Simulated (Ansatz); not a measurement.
This script makes a fixed-spin-moment curve of Be₃Fe, space group Pm-3m with the Ansatz DFT code, driven from Python.

`fsm.py`
```python
import ansatz as az
import numpy as np

KGRID = (7, 7, 7)
ECUT = 420

vectors = np.array([
    [3.239001, 0.0, 0.0],
    [0.0, 3.239001, 0.0],
    [0.0, 0.0, 3.239001],
])
structure = (
    az.Lattice.of(vectors)
    .atom('Be', [0.0, 0.5, 0.5])
    .atom('Be', [0.5, 0.0, 0.5])
    .atom('Be', [0.5, 0.5, 0.0])
    .atom('Fe', [0.0, 0.0, 0.0])
)

job = (
    structure.calculation()
    .occupations(az.OccupationsMethod.FERMI_DIRAC)
    .kpoints(*KGRID)
    .basis(ECUT)
    .functional(az.Functional.LDA)
    .pseudopotentials('paw')
)
rows = []
for total in [0.0, 0.7, 1.4, 2.1, 2.8, 3.5, 4.2]:
    data = job.spin('collinear', total=total, lock='hard').run(threads=1, pin='off').report
    up, down = data['spin_fermi_energies_ev']
    rows.append((total, data['free_energy_ev'], up - down, data['absolute_magnetization_mub']))
reference = rows[0][1]
rows = [(m, 1000 * (e - reference), split, size) for m, e, split, size in rows]
print('     total muB    F - F(0) meV  EF up - down eV    absolute muB')
for row in rows:
    print(f'{str(row[0]):>14s}  {row[1]:14.2f}  {row[2]:15.4f}  {row[3]:14.3f}')
best = min(rows, key=lambda row: row[1])
print(f'lowest at {best[0]} muB per cell, {best[1]:.1f} meV against the first point')
```

At which total moment is the energy lowest, and how steeply does it rise?

The lowest point lies at 1.4 μB a cell, 74.4 meV below the point at 0 μB; at 4.2 μB the energy is 2779 meV above the lowest.

The run itself:

```console
$ python fsm.py
RunWarning: this spin-polarised run has no starting moment large enough to seed its density, and nothing else in its deck makes the two spin channels differ, so an SCF from that start keeps the [...]
     total muB    F - F(0) meV  EF up - down eV    absolute muB
           0.0            0.00           0.0000           0.000
           0.7          -34.68          -0.1575           0.857
           1.4          -74.41           0.0194           1.535
           2.1           63.13           0.8752           2.149
           2.8          545.66           1.8431           2.807
           3.5         1350.33           2.8041           3.500
           4.2         2704.76           4.7032           4.200
lowest at 1.4 muB per cell, -74.4 meV against the first point
```
(Warnings from the package without file and line, shortened.)

Notes:
- The mesh is modest for a metal, so energies can be off by several to tens of meV an atom and pressures by half a GPa or more; differences at equal mesh fare better.
- This cell is a computed structure, which may not be the phase found in nature.
- Only points where the Fermi levels of the two spins meet (minima, maxima and zero moment) are free solutions; a shallow minimum can lie between the points.
- Finished in 16 s on 1 thread of Arm Neoverse V1, with other jobs on the host, peak memory 0.37 GiB.
